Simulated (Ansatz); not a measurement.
**CH4FGe+: one structure at several levels**

The atoms stand at a structure displaced at random from a GFN2-xTB minimum. How far do the functionals agree with CCSD(T) there?

Computed with Ansatz 0.2.0, Gaussian basis. Level: single points in def2-TZVPP.

Correlated methods freeze the cores. Filled d shells of the heavier atoms are correlated. B3LYP uses VWN-RPA correlation.

## 1. The starting structure

7 atoms, charge 1, spin multiplicity 1.

Atoms are counted from 1 here; the program's logs count them from 0.

Bond lengths: F1–C2 1.401 Å, C2–Ge3 2.020 Å, C2–H4 1.094 Å, C2–H5 1.027 Å, Ge3–H6 1.467 Å, Ge3–H7 1.536 Å. Angles: F1–C2–Ge3 88.6°, F1–C2–H4 108.7°, F1–C2–H5 104.0°, Ge3–C2–H4 109.6°, Ge3–C2–H5 118.2°, H4–C2–H5 121.7°, C2–Ge3–H6 118.9°, C2–Ge3–H7 105.9°, H6–Ge3–H7 130.9°.

Coordinates:

```xyz
7
charge 1, multiplicity 1
F    -1.06080    0.62510   -0.83070
C    -0.69190   -0.61940   -0.30360
Ge    0.90430    0.27400    0.55350
H    -0.35580   -1.26230   -1.12300
H    -1.48310   -0.87970    0.29760
H     2.20630    0.19430   -0.11840
H     0.33230    1.32580    1.51590
```

## 2. CCSD(T)/def2-TZVPP

run/in.yaml

```yaml
crystal:
  periodic: [false, false, false]
  atoms:
    - {symbol: F, position_ang: [-1.060800, 0.625100, -0.830700]}
    - {symbol: C, position_ang: [-0.691900, -0.619400, -0.303600]}
    - {symbol: Ge, position_ang: [0.904300, 0.274000, 0.553500]}
    - {symbol: H, position_ang: [-0.355800, -1.262300, -1.123000]}
    - {symbol: H, position_ang: [-1.483100, -0.879700, 0.297600]}
    - {symbol: H, position_ang: [2.206300, 0.194300, -0.118400]}
    - {symbol: H, position_ang: [0.332300, 1.325800, 1.515900]}
basis:
  gaussian: {orbitals: def2-TZVPP}
total_charge: 1
correlation: {method: ccsd_t}
output: {forces: true}
```

No record of the launch command was kept for these runs.

## 3. PBE0-D4/def2-TZVPP

run/in.yaml: that of step 2 with these lines changed.

```diff
@@ -13,3 +13,3 @@
 total_charge: 1
-correlation: {method: ccsd_t}
-output: {forces: true}
+hamiltonian: {xc: pbe0, dispersion: d4}
+output: {forces: true, orbitals: {seedname: orbitals}}
```

## 4. wB97M-V/def2-TZVPP

run/in.yaml: that of step 3 with these lines changed.

```diff
@@ -13,3 +13,3 @@
 total_charge: 1
-hamiltonian: {xc: pbe0, dispersion: d4}
-output: {forces: true, orbitals: {seedname: orbitals}}
+hamiltonian: {xc: {name: wB97M-V}}
+output: {forces: true}
```

## 5. r2SCAN-D4/def2-TZVPP

run/in.yaml: that of step 4 with these lines changed.

```diff
@@ -13,3 +13,3 @@
 total_charge: 1
-hamiltonian: {xc: {name: wB97M-V}}
+hamiltonian: {xc: r2scan, dispersion: d4}
 output: {forces: true}
```

## 6. PBE-D4/def2-TZVPP

run/in.yaml: that of step 5 with these lines changed.

```diff
@@ -13,3 +13,3 @@
 total_charge: 1
-hamiltonian: {xc: r2scan, dispersion: d4}
+hamiltonian: {xc: pbe, dispersion: d4}
 output: {forces: true}
```

## 7. B3LYP-D4/def2-TZVPP

run/in.yaml: that of step 6 with these lines changed.

```diff
@@ -13,3 +13,3 @@
 total_charge: 1
-hamiltonian: {xc: pbe, dispersion: d4}
+hamiltonian: {xc: {name: B3LYP}, dispersion: d4}
 output: {forces: true}
```

## 8. CAM-B3LYP-D4/def2-TZVPP

run/in.yaml: that of step 7 with these lines changed.

```diff
@@ -13,3 +13,3 @@
 total_charge: 1
-hamiltonian: {xc: {name: B3LYP}, dispersion: d4}
+hamiltonian: {xc: {name: CAM-B3LYP}, dispersion: d4}
 output: {forces: true}
```

(Steps that only read results are left out.)

**Question.** What will these runs give? Wanted: energy less free atoms, CCSD(T)/def2-TZVPP; RMS force component; RMS force error; HOMO and LUMO, PBE0-D4; T1 diagnostic.

The runs gave:

```
                                  quantity                                                                                                 value
energy less free atoms, CCSD(T)/def2-TZVPP                                                                                            -13.540 eV
                       RMS force component                                                                  1.050 to 1.125 eV/Å over the methods
                           RMS force error  PBE0-D4 0.128, wB97M-V 0.039, r2SCAN-D4 0.049, PBE-D4 0.180, B3LYP-D4 0.086, CAM-B3LYP-D4 0.071 eV/Å
                    HOMO and LUMO, PBE0-D4                                                                                   -14.65 and -9.36 eV
                             T1 diagnostic                                                                                                 0.014
```

What this shows: Against CCSD(T) the functionals' energies less atoms differ by -0.848 to -0.309 eV, PBE-D4 by -0.848 eV. A larger basis would deepen the CCSD(T) value, while the functionals are nearly converged already, so the order here is not reliable. On forces the order runs from wB97M-V to PBE-D4.
